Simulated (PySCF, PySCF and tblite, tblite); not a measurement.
# C₃H₁₀B₂N₂: a path driven as rotation about a bond, and NMR exchange, part 2 of 2

PySCF and tblite. Atoms count from 0. Earlier steps stand in the parts before.

### 8 Shieldings: PBE0/pcSseg-1

What the job is given:

```
{"job": {"kind": "nmr", "xc": "PBE0", "basis": "pcSseg-1", "pop": false}, "charge": 0, "multiplicity": 1}
B      1.908954     1.236888    -1.697926
N      1.104663     1.763729    -0.690905
B     -0.129372     1.320671    -0.078284
N     -0.438421    -0.009707     0.181132
C      0.423112    -1.160231    -0.002577
C     -1.707413    -0.366669     0.708735
C     -2.704661    -0.807753    -0.033728
H      2.858677     1.838856    -2.042559
H      1.627468     0.226892    -2.221223
H      1.349002     2.699911    -0.398331
H     -0.911780     2.134686     0.257096
H      0.121044    -1.747627    -0.874471
H      0.368233    -1.805411     0.879934
H      1.448045    -0.826339    -0.140497
H     -1.807409    -0.273706     1.786757
H     -2.610324    -0.898063    -1.102770
H     -3.650076    -1.086417     0.397074
```

Log:

```text
coarse grid: 13760 points
cycle   1  E = -279.1349393603  dE =  7.329e-01  |g| = 4.229e-01  |ddm| = 3.457e+00
cycle   2  E = -279.1284486344  dE =  6.491e-03  |g| = 4.797e-01  |ddm| = 7.076e-01
cycle   3  E = -279.1798338824  dE = -5.139e-02  |g| = 8.733e-02  |ddm| = 3.815e-01
cycle   4  E = -279.1814400879  dE = -1.606e-03  |g| = 2.755e-02  |ddm| = 7.663e-02
cycle   5  E = -279.1815912776  dE = -1.512e-04  |g| = 1.283e-02  |ddm| = 2.830e-02
cycle   6  E = -279.1816272267  dE = -3.595e-05  |g| = 2.822e-03  |ddm| = 1.033e-02
cycle   7  E = -279.1816288851  dE = -1.658e-06  |g| = 6.931e-04  |ddm| = 2.374e-03
final grid: 131744 points
cycle   8  E = -279.2165405902  dE = -4.149e-05  |g| = 8.610e-03  |ddm| = 2.635e-02
cycle   9  E = -279.2165328711  dE =  7.719e-06  |g| = 1.063e-02  |ddm| = 1.480e-02
cycle  10  E = -279.2165585628  dE = -2.569e-05  |g| = 1.395e-03  |ddm| = 8.076e-03
cycle  11  E = -279.2165589903  dE = -4.275e-07  |g| = 2.976e-04  |ddm| = 1.036e-03
cycle  12  E = -279.2165590078  dE = -1.745e-08  |g| = 1.254e-04  |ddm| = 3.048e-04
cycle  13  E = -279.2165590114  dE = -3.629e-09  |g| = 3.405e-05  |ddm| = 1.099e-04
cycle  14  E = -279.2165590117  dE = -2.840e-10  |g| = 8.427e-06  |ddm| = 3.385e-05
converged SCF energy = -279.2165590117

GIAO shielding tensors (ppm)
atom      isotropic    diamagn.    paramagn.     s11        s22        s33       span
  0 B       58.361     197.034    -138.674     23.487     27.419    124.176    100.689
  1 N      104.600     320.396    -215.796    -44.278    127.371    230.708    274.986
  2 B       73.526     199.020    -125.494     42.607     70.238    107.731     65.124
  3 N      137.598     326.869    -189.272     43.499    181.419    187.876    144.377
  4 C      145.574     248.466    -102.892    124.153    137.339    175.229     51.075
  5 C       31.436     252.020    -220.584    -90.632     58.138    126.803    217.435
  6 C       62.106     253.879    -191.773    -56.485     82.755    160.048    216.534
  7 H       26.541      29.513      -2.973     25.007     26.965     27.649      2.642
  8 H       26.360      32.752      -6.392     23.341     26.041     29.699      6.358
  9 H       25.766      29.473      -3.707     21.470     26.031     29.796      8.326
 10 H       27.242      32.133      -4.891     24.658     27.279     29.788      5.130
 11 H       28.756      31.753      -2.997     24.713     26.904     34.650      9.937
 12 H       29.103      30.916      -1.813     25.218     27.302     34.789      9.572
 13 H       28.052      33.087      -5.035     23.850     28.348     31.958      8.108
 14 H       24.663      30.204      -5.541     22.266     24.529     27.193      4.928
 15 H       26.234      31.803      -5.569     22.035     25.724     30.942      8.907
 16 H       26.251      28.182      -1.932     23.555     25.943     29.254      5.699
```

It took 17 s on 1 thread of Intel Xeon Platinum 8488C, shared host; peak memory 0.81 GiB.

This run: HOMO -7.20 eV, LUMO -0.33 eV; dipole 1.52 D.

### 9 Shieldings, end: PBE0/pcSseg-1

What the job is given:

```
{"job": {"kind": "nmr", "xc": "PBE0", "basis": "pcSseg-1", "pop": false}, "charge": 0, "multiplicity": 1}
B      2.698407     0.076366     0.030599
N      1.740388    -0.554742    -0.764324
B      0.319953    -0.754883    -0.619675
N     -0.548580     0.196639    -0.057354
C     -0.166433     1.565637     0.229396
C     -1.887479    -0.074217     0.214753
C     -2.412505    -1.258546     0.497751
H      3.824263     0.044947    -0.304864
H      2.393016     0.598284     1.033282
H      2.119392    -1.094852    -1.530142
H     -0.140885    -1.742696    -1.057195
H     -0.053347     1.725640     1.305120
H     -0.931702     2.254134    -0.140953
H      0.778693     1.792320    -0.256664
H     -2.525800     0.803745     0.204986
H     -1.818013    -2.151326     0.554682
H     -3.468770    -1.362235     0.666866
```

Log:

```text
coarse grid: 13760 points
cycle   1  E = -279.1391191316  dE =  7.568e-01  |g| = 4.322e-01  |ddm| = 3.461e+00
cycle   2  E = -279.1279295899  dE =  1.119e-02  |g| = 5.034e-01  |ddm| = 7.363e-01
cycle   3  E = -279.1859297230  dE = -5.800e-02  |g| = 9.263e-02  |ddm| = 3.995e-01
cycle   4  E = -279.1877693392  dE = -1.840e-03  |g| = 3.374e-02  |ddm| = 9.149e-02
cycle   5  E = -279.1880110303  dE = -2.417e-04  |g| = 1.295e-02  |ddm| = 3.287e-02
cycle   6  E = -279.1880463612  dE = -3.533e-05  |g| = 2.739e-03  |ddm| = 9.732e-03
cycle   7  E = -279.1880479185  dE = -1.557e-06  |g| = 7.799e-04  |ddm| = 2.462e-03
final grid: 131744 points
cycle   8  E = -279.2233616059  dE = -4.645e-05  |g| = 8.699e-03  |ddm| = 3.225e-02
cycle   9  E = -279.2233550501  dE =  6.556e-06  |g| = 1.046e-02  |ddm| = 1.496e-02
cycle  10  E = -279.2233799877  dE = -2.494e-05  |g| = 1.357e-03  |ddm| = 7.842e-03
cycle  11  E = -279.2233803821  dE = -3.944e-07  |g| = 3.100e-04  |ddm| = 1.040e-03
cycle  12  E = -279.2233804019  dE = -1.975e-08  |g| = 1.308e-04  |ddm| = 3.237e-04
cycle  13  E = -279.2233804059  dE = -4.054e-09  |g| = 3.799e-05  |ddm| = 1.287e-04
cycle  14  E = -279.2233804063  dE = -3.497e-10  |g| = 9.967e-06  |ddm| = 3.681e-05
converged SCF energy = -279.2233804063

GIAO shielding tensors (ppm)
atom      isotropic    diamagn.    paramagn.     s11        s22        s33       span
  0 B       56.934     197.008    -140.074     19.691     26.963    124.149    104.458
  1 N      100.581     321.164    -220.584    -52.232    120.859    233.115    285.347
  2 B       72.667     199.282    -126.614     44.474     66.582    106.946     62.472
  3 N      123.801     326.322    -202.521     16.087    148.843    206.472    190.385
  4 C      144.786     247.533    -102.747    122.234    134.743    177.381     55.147
  5 C       35.455     250.863    -215.408    -74.859     65.324    115.899    190.759
  6 C       84.729     255.308    -170.579    -12.200     98.642    167.747    179.947
  7 H       26.465      29.583      -3.118     24.824     27.021     27.550      2.727
  8 H       26.386      32.672      -6.286     23.161     26.160     29.838      6.676
  9 H       25.447      30.155      -4.707     21.267     25.998     29.078      7.811
 10 H       26.755      33.754      -6.999     24.094     26.989     29.184      5.090
 11 H       28.620      30.830      -2.209     25.033     26.086     34.743      9.710
 12 H       29.060      30.392      -1.332     25.211     27.389     34.580      9.369
 13 H       28.070      32.431      -4.361     23.602     29.156     31.453      7.851
 14 H       25.458      30.391      -4.933     23.191     24.238     28.943      5.752
 15 H       26.625      32.900      -6.275     23.774     25.222     30.880      7.106
 16 H       27.151      28.354      -1.203     25.066     25.802     30.586      5.520
```

Wall time 17 s (1 thread of Intel Xeon Platinum 8488C, shared host); peak memory 0.81 GiB.

This run: HOMO -6.47 eV, LUMO -0.67 eV; dipole 1.11 D.

### 10 Single-point energy, saddle of leg 1: PBE0/pcSseg-1

What the job is given:

```
{"job": {"kind": "sp", "xc": "PBE0", "basis": "pcSseg-1", "pop": false}, "charge": 0, "multiplicity": 1}
B      2.793071     0.363353    -0.158265
N      1.918840    -0.681425    -0.445028
B      0.576052    -0.997911    -0.006560
N     -0.422852    -0.052236     0.196931
C     -0.336517     1.372109    -0.055649
C     -1.688038    -0.439735     0.711801
C     -2.738037    -0.687829    -0.047636
H      3.870198     0.351393    -0.630174
H      2.477394     1.224606     0.571184
H      2.326145    -1.444382    -0.968197
H      0.291794    -2.129806     0.151970
H     -0.249538     1.934041     0.879812
H     -1.236127     1.711002    -0.576991
H      0.535822     1.577560    -0.669869
H     -1.750238    -0.506302     1.794421
H     -2.680782    -0.627000    -1.121676
H     -3.687186    -0.967438     0.373926
```

Log:

```text
coarse grid: 13760 points
cycle   1  E = -279.1338168469  dE =  7.326e-01  |g| = 4.212e-01  |ddm| = 3.459e+00
cycle   2  E = -279.1280277353  dE =  5.789e-03  |g| = 4.752e-01  |ddm| = 6.988e-01
cycle   3  E = -279.1783307784  dE = -5.030e-02  |g| = 8.849e-02  |ddm| = 3.750e-01
cycle   4  E = -279.1799892506  dE = -1.658e-03  |g| = 2.700e-02  |ddm| = 7.708e-02
cycle   5  E = -279.1801328933  dE = -1.436e-04  |g| = 1.294e-02  |ddm| = 2.802e-02
cycle   6  E = -279.1801697299  dE = -3.684e-05  |g| = 2.725e-03  |ddm| = 1.035e-02
cycle   7  E = -279.1801712723  dE = -1.542e-06  |g| = 7.142e-04  |ddm| = 2.199e-03
final grid: 131744 points
cycle   8  E = -279.2159360868  dE = -4.142e-05  |g| = 8.349e-03  |ddm| = 2.726e-02
cycle   9  E = -279.2159298817  dE =  6.205e-06  |g| = 1.008e-02  |ddm| = 1.425e-02
cycle  10  E = -279.2159530784  dE = -2.320e-05  |g| = 1.334e-03  |ddm| = 7.615e-03
cycle  11  E = -279.2159534666  dE = -3.881e-07  |g| = 2.708e-04  |ddm| = 9.633e-04
cycle  12  E = -279.2159534804  dE = -1.382e-08  |g| = 1.170e-04  |ddm| = 2.722e-04
cycle  13  E = -279.2159534836  dE = -3.176e-09  |g| = 3.592e-05  |ddm| = 1.098e-04
cycle  14  E = -279.2159534839  dE = -3.121e-10  |g| = 8.714e-06  |ddm| = 3.391e-05
converged SCF energy = -279.2159534839
```

It took 8.8 s on 1 thread of Intel Xeon Platinum 8488C, shared host; peak memory 0.61 GiB.

In short: HOMO -7.18 eV, LUMO -0.32 eV; dipole 1.58 D.

### 11 The path in numbers

What the job is given:

```
{"job": {"smiles": "BNBN(C)C=C", "charge": 0, "mult": 1, "motion": "rotation", "what": "enamine", "atoms": [5, 3], "drives": [{"terms": [["t", [6, 5, 3, 2], 0.25], ["t", [6, 5, 3, 4], 0.25], ["t", [14, 5, 3, 2], 0.25], ["t", [14, 5, 3, 4], 0.25]], "by": 180, "n": 12}], "flip": [5, 3], "study": "path", "level": {"kind": "nmr", "xc": "PBE0", "basis": "pcSseg-1"}, "fields": [60, 80, 90], "first": 0, "seed": 627, "kind": "path"}, "charge": 0, "multiplicity": 1}
B      2.738026     0.542090     0.040986
N      2.055707    -0.644560    -0.231516
B      0.716078    -1.098763     0.045672
N     -0.425479    -0.280695    -0.021006
C     -0.423075     1.074038    -0.533155
C     -1.658732    -0.759824     0.399010
C     -2.799433    -0.083702     0.478053
H      3.871323     0.626005    -0.257662
H      2.203901     1.425578     0.593948
H      2.642189    -1.397426    -0.565010
H      0.569132    -2.235590     0.311800
H     -0.579662     1.799342     0.269032
H     -1.222159     1.188932    -1.270108
H      0.531613     1.276286    -1.009495
H     -1.633358    -1.799418     0.693671
H     -2.902260     0.955018     0.223241
H     -3.690808    -0.575280     0.822629
```

Log:

```text
stationary points (kcal/mol above the start)
  n  kind          group   xTB      DFT    lowest mode
  0  minimum      C1       0.00     0.00      80.2
  1  saddle       C1       6.97     8.43    -131.0
  2  saddle       C1       6.91     8.04    -146.6
  3  minimum      C1       2.07     3.76      80.1

GFN2-xTB energies: T/K, barrier G, reaction G (kcal/mol), k forward, k back (1/s)
 150.00     6.00     1.74   9.94e+03   3.41e+06
 200.00     6.01     1.69   2.03e+06   1.44e+08
 250.00     6.03     1.65   5.09e+07    1.4e+09
 298.15     6.07     1.60   4.13e+08   6.12e+09
 350.00     6.11     1.55   2.08e+09   1.92e+10
 400.00     6.17     1.50   6.68e+09   4.38e+10
 500.00     6.32     1.39   3.45e+10    1.4e+11

PBE0/pcSseg-1 + D3(BJ) energies: T/K, barrier G, reaction G (kcal/mol), k forward, k back (1/s)
 150.00     7.13     3.42        159   1.56e+07
 200.00     7.14     3.38   8.85e+04   4.36e+08
 250.00     7.16     3.33   4.07e+06   3.32e+09
 298.15     7.20     3.28   4.91e+07   1.25e+10
 350.00     7.25     3.23   3.37e+08   3.51e+10
 400.00     7.30     3.18   1.35e+09   7.39e+10
 500.00     7.45     3.08   9.57e+09   2.12e+11
```

Wall time 76 s (1 thread of Intel Xeon Platinum 8488C, shared host); peak memory 0.81 GiB. This counts the whole study up to here.

Barriers by level (kcal/mol; entropies in cal/(mol K)). Zero-point and thermal terms come from xTB in every row. ΔG‡ leaves symmetry out; the rate counts one path and all 2 saddles; effective ΔG‡, where given, is the barrier that would give that rate by Eyring's equation alone:

```tsv
level	ΔE‡	with zero-point	ΔH‡	ΔS‡	ΔG‡ (298 K)	ΔE of reaction	k at 298 K (1/s)	effective ΔG‡
GFN2-xTB	6.91	6.00	5.80	-0.9	6.07	2.07	4.1e+08	5.70
PBE0/pcSseg-1 + D3(BJ)	8.04	7.13	6.94	-0.9	7.20	3.76	4.9e+07	6.96
```

Sites that the driver pairs across this motion, and where their lines would merge (no couplings; faster rotations, inversion at nitrogen or exchange between molecules can average them sooner):

```tsv
nucleus	sites: shielding (ppm)	proton frequency (MHz)	spread (Hz)	coalescence (K)	lines at 298 K
¹³C	C6: 92.1; C6 (end): 84.7	90	166	not given	–
¹³C	C4: 152.1; C4 (end): 144.8	90	165	not given	–
¹¹B	B2: 69.5; B2 (end): 72.7	90	90	not given	–
¹⁵N	N3: 114.9; N3 (end): 123.8	90	81	not given	–
¹H	H14: 24.73; H14 (end): 25.46	90	65	not given	–
¹H	H15: 27.32; H15 (end): 26.62	90	62	not given	–
¹H	H10: 26.98; H10 (end): 26.75	90	21	not given	–
¹⁵N	N1: 102.7; N1 (end): 100.6	90	20	not given	–
```

A dash: the driver gave no coalescence for this row (it judged the minor form too scarce).

Rows that set an atom against itself at the end compare its shielding in the two forms.

### 12 Results

The summary covers parts 1 to 2.

```
                        quantity                             value
barrier (PBE0/pcSseg-1 + D3(BJ))  ΔE‡ 8.0, ΔG‡(298 K) 7.2 kcal/mol
              barrier (GFN2-xTB)                  ΔE‡ 6.9 kcal/mol
                   rate at 298 K                       4.9e+07 s⁻¹
                 end of the path       3.8 kcal/mol from the start
```

What this shows: The barrier is 8.0 kcal/mol at the DFT level (xTB: 6.9); with thermal terms and the count of paths the DFT value gives a rate of 4.9e+07 s⁻¹ at 298 K. An error of 1.4 kcal/mol changes that rate tenfold.
